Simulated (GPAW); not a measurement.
Crystal: HfGe.

```
Hf Ge
1.0
     3.93351    0.00000    0.00000
    -1.96675    3.40652    0.00000
     0.00000    0.00000    3.50962
Hf Ge
1 1
Direct
  0.00000 0.00000 0.50000
  0.33333 0.66667 0.50000
```

The cell was built by a generator and needn't be a form met in nature.

Base run:

```yaml
Program: GPAW 26.7.0
Functional: LDA
Potentials_or_basis: the program's PAW data sets (release 1.2.1) made for this functional
Cutoff: 600 eV
Basis: pw
k_mesh: 8 × 8 × 8
Occupations: fermi-dirac, width 0.05 eV
Spin: no spin polarisation
Hubbard_terms: Hf d U = 5 eV
```

Its results: band gap on the k mesh none (metal or under the smearing width); pressure 39.4 GPa.

Question: The run is repeated on the same cell with these changes: hubbard terms from Hf d U = 5 eV to Hf d U = 4 eV. What comes out?

Answer: Band gap on the k mesh none (metal or under the smearing width); pressure 37.8 GPa.

Caveats: a pressure of tens of GPa on the cell as given is suspect, and the run, the potentials or the cell itself is likely at fault; U without spin polarisation on a metal has little footing; the U is typed as a test and isn't derived for this compound.
